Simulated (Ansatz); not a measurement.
# SnGeH6 (SMILES [GeH3][SnH3]): PBE0/def2-SVP (core potential)

What is the energy change on altering one bond length of SnGeH6 at PBE0/def2-SVP (core potential)? 

Program for the calculation: Ansatz 0.2.0.

41 further runs of the same task are left out: 41 set aside as unsound or not needed.

### 1 The structure to begin with

SnGeH6 has 8 atoms, charge 0, and is taken as a singlet. As SMILES, `[GeH3][SnH3]`. Geometry: relaxed at PBE0-D4/def2-TZVP.

Bond lengths: Ge1–Sn2 2.595 Å, Ge1–H3 1.538 Å, Ge1–H4 1.538 Å, Ge1–H5 1.538 Å, Sn2–H6 1.707 Å, Sn2–H7 1.707 Å, Sn2–H8 1.707 Å. Some angles: Ge1–Sn2–H6 110.4°, Ge1–Sn2–H7 110.5°, Ge1–Sn2–H8 110.4°, Sn2–Ge1–H3 110.4°, Sn2–Ge1–H4 110.4°, Sn2–Ge1–H5 110.4°, H6–Sn2–H7 108.5°, H6–Sn2–H8 108.5°, H7–Sn2–H8 108.5°, H3–Ge1–H4 108.5°.

### 2 A single-point energy at PBE0/def2-SVP (core potential)

Contents of molecule.yaml:

```yaml
basis:
  gaussian: {orbitals: def2-SVP}
crystal:
  periodic: [false, false, false]
  atoms:
    - symbol: Ge
      position_ang: [-0.754100, 0.285800, -1.041300]
    - symbol: Sn
      position_ang: [0.751500, -0.290300, 0.992300]
    - symbol: H
      position_ang: [-1.830800, 1.307300, -0.639500]
    - symbol: H
      position_ang: [-1.453400, -0.978600, -1.567000]
    - symbol: H
      position_ang: [0.087500, 0.886500, -2.179300]
    - symbol: H
      position_ang: [-0.187600, -0.932800, 2.265200]
    - symbol: H
      position_ang: [1.931000, -1.444200, 0.553800]
    - symbol: H
      position_ang: [1.547900, 1.109100, 1.560100]
hamiltonian: {xc: pbe0}
accuracy: high
output: {orbitals: {seedname: orbitals}}
```

Run with:

```sh
ansatz run molecule.yaml --threads 1 --pin off --max-ram 3480MiB --events-out events.jsonl --progress --plain --runs-dir runs
```

Log:

```text
Warning: RAYON_NUM_THREADS=1 ignored (pool sized by the plan → 1); use --threads N
Functional definition: PBE0
  name "PBE0"
  parameter a = 0.25
  parameter kappa = 0.804
  parameter beta = 0.06672455060314922
  exchange = (1 - a)*pbe_x(kappa = kappa, mu = beta*pi^2/3) + a*exact_x
  correlation = pbe_c(beta = beta)
2024 factors; integrals over basis functions are off by at most 1.1e-8 eV
mean field evaluation 1: about -62432.0974 eV, gradient 1.4e1 eV
mean field evaluation 2: about -62432.3160 eV, gradient 1.1e1 eV
mean field evaluation 4: about -62432.4497 eV, gradient 3.5e-1 eV
mean field evaluation 8: about -62432.5102 eV, gradient 2.6e-2 eV
mean field evaluation 16: about -62432.5102 eV, gradient 1.4e-6 eV
mean field -62432.51018244 eV, -2294.3524309293 hartree, gradient 2.7e-8 eV, S^2 0.000000; 0 other end points of the search recorded, 0 dependent functions left out
reference -62432.51018547 eV, -2294.3524310406 hartree; 30, 30 occupied and 58, 58 virtual orbitals, 2024 factors
Total energy: -62432.51018547 eV, -2294.3524310406 hartree
```

Wall time 6.9 s (1 thread of Arm Neoverse V2, shared host); peak memory 0.32 GiB.

### 3 The distorted shape

Contents of molecule.yaml:

```yaml
crystal:
  periodic: [false, false, false]
  atoms:
    - {symbol: Ge, position_ang: [-1.006600, 0.105576, -0.699873]}
    - {symbol: Sn, position_ang: [0.499000, -0.470524, 1.333727]}
    - {symbol: H, position_ang: [-2.083300, 1.127076, -0.298073]}
    - {symbol: H, position_ang: [-1.705900, -1.158824, -1.225573]}
    - {symbol: H, position_ang: [0.087500, 0.886500, -2.179300]}
    - {symbol: H, position_ang: [-0.440100, -1.113024, 2.606627]}
    - {symbol: H, position_ang: [1.678500, -1.624424, 0.895227]}
    - {symbol: H, position_ang: [1.295400, 0.928876, 1.901527]}
basis:
  gaussian: {orbitals: def2-SVP}
output: {orbitals: {seedname: orbitals}}
accuracy: high
hamiltonian: {xc: pbe0}
```

Run with:

```sh
ansatz run molecule.yaml --threads 1 --pin off --max-ram 3480MiB --events-out events.jsonl --progress --plain --runs-dir runs
```

Log, cut to the lines that bear on the results:

```text
Warning: RAYON_NUM_THREADS=1 ignored (pool sized by the plan → 1); use --threads N
[... 7 set-up lines as earlier in the session ...]
2013 factors; integrals over basis functions are off by at most 9.2e-9 eV
mean field evaluation 1: about -62431.1418 eV, gradient 1.4e1 eV
mean field evaluation 2: about -62431.3146 eV, gradient 1.2e1 eV
mean field evaluation 4: about -62431.4733 eV, gradient 4.1e-1 eV
mean field evaluation 8: about -62431.5304 eV, gradient 2.0e-2 eV
mean field evaluation 16: about -62431.5304 eV, gradient 7.3e-6 eV
mean field -62431.53035570 eV, -2294.3164229607 hartree, gradient 4.1e-8 eV, S^2 0.000000; 0 other end points of the search recorded, 0 dependent functions left out
reference -62431.53035874 eV, -2294.3164230725 hartree; 30, 30 occupied and 58, 58 virtual orbitals, 2013 factors
Total energy: -62431.53035874 eV, -2294.3164230725 hartree
```

It took 7.2 s on 1 thread of Arm Neoverse V2, shared host; peak memory 0.32 GiB.

### 4 Summary of results

At PBE0/def2-SVP (core potential):

| quantity | value |
| --- | --- |
| first shape: total energy | -2294.35243 Eh |
| first shape: HOMO energy | -7.91 eV |
| first shape: LUMO energy | 0.15 eV |
| first shape: HOMO–LUMO gap | 8.06 eV |
| distorted shape: total energy | -2294.31642 Eh |
| distorted shape: HOMO energy | -7.90 eV |
| distorted shape: LUMO energy | -0.95 eV |
| distorted shape: HOMO–LUMO gap | 6.95 eV |
| energy change with the Ge1–H5 bond stretched from 1.538 to 1.999 Å | 0.980 eV |

**Reading.** With the Ge1–H5 bond stretched from 1.538 to 1.999 Å the energy rises by 0.98 eV (94.5 kJ/mol). The first shape isn't relaxed at this level, so the change isn't measured from a minimum.
